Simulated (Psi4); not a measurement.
**GeH3S (SMILES [S][GeH3]) at 3 levels**

Wanted: a comparison of 3 runs (UHF/STO-3G, UPBE/pcseg-1, UPBE0/def2-SVP) of GeH3S. 

The results are computed with Psi4 1.11.

## (1) The molecule

GeH3S has 5 atoms, charge 0, and is taken as a doublet. As SMILES, `[S][GeH3]`. The shape is that of a PBE0-D4/def2-TZVP optimisation.

Bond lengths: S1–Ge2 2.210 Å, Ge2–H3 1.536 Å, Ge2–H4 1.538 Å, Ge2–H5 1.536 Å. Angles: S1–Ge2–H3 110.7°, S1–Ge2–H4 104.4°, S1–Ge2–H5 110.7°, H3–Ge2–H4 110.3°, H3–Ge2–H5 110.4°, H4–Ge2–H5 110.3°.

## (2) Energy and forces at UHF/STO-3G (run 1)

Contents of geh3s.json:

```json
{
  "schema_name": "qcschema_input",
  "schema_version": 1,
  "molecule": {
    "schema_name": "qcschema_molecule",
    "schema_version": 2,
    "symbols": ["S", "Ge", "H", "H", "H"],
    "geometry": [2.64939603, -0.61302715, 2.79773953, -0.20371248, 0.0062361, -0.18840569, -1.92468606, 2.24404977, 0.48622653, 1.35644541, 0.61586174, -2.56322452, -1.78314557, -2.3922043, -0.61075948],
    "molecular_charge": 0,
    "molecular_multiplicity": 2,
    "fix_symmetry": "c1",
    "fix_com": true,
    "fix_orientation": true
  },
  "driver": "gradient",
  "model": {
    "method": "scf",
    "basis": "STO-3G"
  },
  "keywords": {
    "reference": "uhf",
    "puream": true,
    "e_convergence": 1e-09,
    "d_convergence": 1e-08,
    "scf_type": "pk",
    "maxiter": 200,
    "scf_properties": ["MULLIKEN_CHARGES", "QUADRUPOLE", "DIPOLE"]
  }
}
```

The run is started by

```console
$ psi4 --qcschema geh3s.json -n 1 --memory 1600MB
```

stdout:

```text
[...]
  Running in c1 symmetry.
[...]
  Nuclear repulsion =  164.574407365660278
[...]
  Multiplicity = 2
[...]
  Nalpha       = 26
  Nbeta        = 25
[...]
    Number of basis functions: 30
[...]
   @UHF iter   1: -2446.37007869491663   -3.37270e+00   2.03717e-02 DIIS/ADIIS
[...]
   @UHF iter  11: -2446.67769856216000   -3.18323e-12   8.13223e-09 DIIS
[...]
   @S^2 Observed:                7.541262902E-01
[...]
  @UHF Final Energy: -2446.67769856216000
   => Energetics <=
    Nuclear Repulsion Energy =            164.5744073656602779
    One-Electron Energy =               -3759.3213574651422277
    Two-Electron Energy =                1148.0692515373220886
    Total Energy =                      -2446.6776985621600033
  UHF NO Occupations:
  HONO-2 :   24  A 1.9998304
  HONO-1 :   25  A 1.9981678
[...]
  Mulliken Charges: (a.u.)
   Center  Symbol    Alpha    Beta     Spin     Total
       1     S     8.56189  7.50620  1.05570 -0.06809
       2    GE    15.73511 15.83446 -0.09935  0.43044
       3     H     0.56416  0.55754  0.00662 -0.12169
       4     H     0.57469  0.54428  0.03041 -0.11897
       5     H     0.56415  0.55753  0.00662 -0.12169
   Total alpha = 26.00000, Total beta = 25.00000, Total charge =  0.00000
[...]
  -Total Gradient:
     Atom            X                  Y                   Z
    ------   -----------------  -----------------  -----------------
       1        0.008243977908    -0.001135526151     0.005872802910
       2        0.008704261131    -0.004076675526     0.018408015805
       3       -0.022009542763     0.030889013333     0.010620412463
       4        0.025116461109     0.007930412960    -0.030261870058
       5       -0.020055157371    -0.033607224621    -0.004639361125
[...]
```

The result, in JSON:

```text
{
 "driver": "gradient",
 "model": {
  "method": "scf",
  "basis": "STO-3G"
 },
 "success": true,
 "return_result": [0.00824397790848419, -0.0011355261511518458, 0.005872802910394076, 0.008704261130746169, -0.004076675526478715, 0.018408015804986272, -0.022009542763353318, 0.030889013333401716, 0.010620412462925347, 0.025116461109056437, 0.00793041295980381, -0.030261870057624818, -0.020055157371198548, -0.033607224620737314, -0.0046393611249507735],
 "properties": {
  "calcinfo_nbasis": 30,
  "calcinfo_nmo": 30,
  "calcinfo_nalpha": 26,
  "calcinfo_nbeta": 25,
  "calcinfo_natom": 5,
  "nuclear_repulsion_energy": 164.57440736566028,
  "return_energy": -2446.67769856216,
  "return_gradient": [0.00824397790848419, -0.0011355261511518458, 0.005872802910394076, 0.008704261130746169, -0.004076675526478715, 0.018408015804986272, -0.022009542763353318, 0.030889013333401716, 0.010620412462925347, 0.025116461109056437, 0.00793041295980381, -0.030261870057624818, -0.020055157371198548, -0.033607224620737314, -0.0046393611249507735],
  "scf_one_electron_energy": -3759.3213574651422,
  "scf_two_electron_energy": 1148.069251537322,
  "scf_dipole_moment": [-0.22850596694127745, 0.04139723179816279, -0.20459927767965524],
  "scf_total_energy": -2446.67769856216,
  "scf_total_gradient": [0.00824397790848419, -0.0011355261511518458, 0.005872802910394076, 0.008704261130746169, -0.004076675526478715, 0.018408015804986272, -0.022009542763353318, 0.030889013333401716, 0.010620412462925347, 0.025116461109056437, 0.00793041295980381, -0.030261870057624818, -0.020055157371198548, -0.033607224620737314, -0.0046393611249507735],
  "scf_iterations": 11
 }
}
```

Run time: 2.1 s. Hardware: 1 thread of Intel Xeon Platinum 8275CL at 3.00GHz (Skylake/Cascade Lake), shared host; peak memory 0.19 GiB.

## (3) Energy and forces at UPBE/pcseg-1 (run 2)

Contents of geh3s.py:

```python
import psi4

psi4.set_memory(1600000000)
psi4.set_num_threads(1)
psi4.set_output_file('output.dat', False)

mol = psi4.geometry("""
0 2
S      1.402000    -0.324400     1.480500
Ge    -0.107800     0.003300    -0.099700
H     -1.018500     1.187500     0.257300
H      0.717800     0.325900    -1.356400
H     -0.943600    -1.265900    -0.323200
units angstrom
symmetry c1
""")

psi4.set_options({
    'reference': 'uks',
    'puream': True,
    'e_convergence': 1e-09,
    'd_convergence': 1e-08,
    'scf_type': 'pk',
    'dft_radial_points': 99,
    'dft_spherical_points': 590,
    'maxiter': 200,
})

result, w = psi4.gradient('pbe/pcseg-1', molecule=mol, return_wfn=True)
psi4.oeprop(w, 'MAYER_INDICES', 'MULLIKEN_CHARGES', 'QUADRUPOLE')
print('gradient / Eh bohr^-1')
print(result.np.round(6))
print(f'energy = {w.energy():.10f} Eh')
```

The run is started by

```console
$ python geh3s.py
```

output.dat:

```text
[...]
  Running in c1 symmetry.
[...]
  Nuclear repulsion =  164.574407384303015
[...]
  Multiplicity = 2
[...]
  Nalpha       = 26
  Nbeta        = 25
[...]
    Number of basis functions: 60
[...]
   @UKS iter   1: -2475.42407523771908   -2.52133e+00   1.93295e-02 DIIS/ADIIS
[...]
   @UKS iter  17: -2476.22987708806431   -2.72848e-12   2.51400e-09 DIIS
[...]
   @S^2 Observed:                7.525651208E-01
[...]
  @UKS Final Energy: -2476.22987708806431
   => Energetics <=
    Nuclear Repulsion Energy =            164.5744073843030151
    One-Electron Energy =               -3773.9253033086488358
    Two-Electron Energy =                1238.4118619136086181
    DFT Exchange-Correlation Energy =    -105.2908430773266559
    Empirical Dispersion Energy =           0.0000000000000000
    VV10 Nonlocal Energy =                  0.0000000000000000
    Total Energy =                      -2476.2298770880643133
[...]
  -Total Gradient:
     Atom            X                  Y                   Z
    ------   -----------------  -----------------  -----------------
       1       -0.005018682367     0.000969222547    -0.004742916417
       2        0.002981467783     0.000073273932     0.000155745546
       3        0.002352714371    -0.003638300809    -0.000502681451
       4       -0.002431500395    -0.000991770476     0.003882148632
       5        0.002116939989     0.003587457458     0.001208517778
[...]
```

The script printed:

```text
gradient / Eh bohr^-1
[[-5.019e-03  9.690e-04 -4.743e-03]
 [ 2.981e-03  7.300e-05  1.560e-04]
 [ 2.353e-03 -3.638e-03 -5.030e-04]
 [-2.432e-03 -9.920e-04  3.882e-03]
 [ 2.117e-03  3.587e-03  1.209e-03]]
energy = -2476.2298770881 Eh
```

Run time: 21 s. Hardware: 1 thread of Intel Xeon Platinum 8275CL at 3.00GHz (Skylake/Cascade Lake), shared host; peak memory 0.67 GiB.

## (4) Energy and gradient at UPBE0/def2-SVP (run 3)

Contents of input.dat:

```
memory 1600 MB

molecule mol {
  0 2
  S      1.402000    -0.324400     1.480500
  Ge    -0.107800     0.003300    -0.099700
  H     -1.018500     1.187500     0.257300
  H      0.717800     0.325900    -1.356400
  H     -0.943600    -1.265900    -0.323200
  units angstrom
  symmetry c1
}

set {
  basis def2-SVP
  reference uks
  puream true
  e_convergence 1e-09
  d_convergence 1e-08
  scf_type pk
  dft_radial_points 99
  dft_spherical_points 590
  maxiter 200
}

energy_value, wavefunction = gradient("pbe0", return_wfn=True)
oeprop(wavefunction, "MULLIKEN_CHARGES", "LOWDIN_CHARGES", "QUADRUPOLE")
```

The run is started by

```console
$ psi4 -n 1 input.dat output.dat
```

output.dat:

```text
[...]
  Running in c1 symmetry.
[...]
  Nuclear repulsion =  164.574407384303015
[...]
  Multiplicity = 2
[...]
  Nalpha       = 26
  Nbeta        = 25
[...]
    Number of basis functions: 65
[...]
   @UKS iter   1: -2474.74230870712381   -2.00509e+00   3.68451e-02 ADIIS/DIIS
[...]
   @UKS iter  13: -2476.17405403044995   -5.91172e-12   7.06114e-09 DIIS
[...]
   @S^2 Observed:                7.536144435E-01
[...]
  @UKS Final Energy: -2476.17405403044995
   => Energetics <=
    Nuclear Repulsion Energy =            164.5744073843030151
    One-Electron Energy =               -3773.9043141632223524
    Two-Electron Energy =                1212.7130163226370314
    DFT Exchange-Correlation Energy =     -79.5571635741674612
    Empirical Dispersion Energy =           0.0000000000000000
    VV10 Nonlocal Energy =                  0.0000000000000000
    Total Energy =                      -2476.1740540304499518
[...]
  -Total Gradient:
     Atom            X                  Y                   Z
    ------   -----------------  -----------------  -----------------
       1       -0.001434909541     0.000247416488    -0.001225500196
       2        0.000607270734     0.000101981220    -0.000278678592
       3        0.000625634593    -0.000718980196     0.000173128819
       4       -0.000367868345    -0.000210604746     0.000849015811
       5        0.000569614542     0.000580345123     0.000481623322
[...]
```

Wall time 18 s (1 thread of Intel Xeon Platinum 8275CL at 3.00GHz (Skylake/Cascade Lake), shared host); peak memory 0.7 GiB.

## (5) The series

| run | level | integration grid | energy (Eh) | dipole moment (D) | HOMO energy (eV) | LUMO energy (eV) | wall time |
| --- | --- | --- | --- | --- | --- | --- | --- |
| 1 | UHF/STO-3G | – | -2446.677699 | 0.79 | -6.26 | 5.88 | 2.1 s |
| 2 | UPBE/pcseg-1 | 99 radial × 590 angular | -2476.229877 | 1.58 | -5.95 | -5.68 | 21 s |
| 3 | UPBE0/def2-SVP | 99 radial × 590 angular | -2476.174054 | 1.40 | -7.03 | -4.32 | 18 s |

## (6) What came out

| quantity | value |
| --- | --- |
| run 3: total energy | -2476.17405 Eh |
| run 3: dipole moment | 1.40 D |
| run 3: HOMO energy (highest over α and β) | -7.03 eV |
| run 3: LUMO energy (lowest over α and β) | -4.32 eV |
| run 3: ⟨S²⟩ | 0.754 |
| run 3: largest force on an atom | 0.098 eV/Å |

What this shows: The dipole moment (its size) runs from 0.79 D (UHF/STO-3G) to 1.58 D (UPBE/pcseg-1). The two ends differ in method and basis. Totals of different functionals can't be ranked against each other. In run 1 the basis is minimal, so the values are rough. All runs together took 41 s, the longest 21 s.
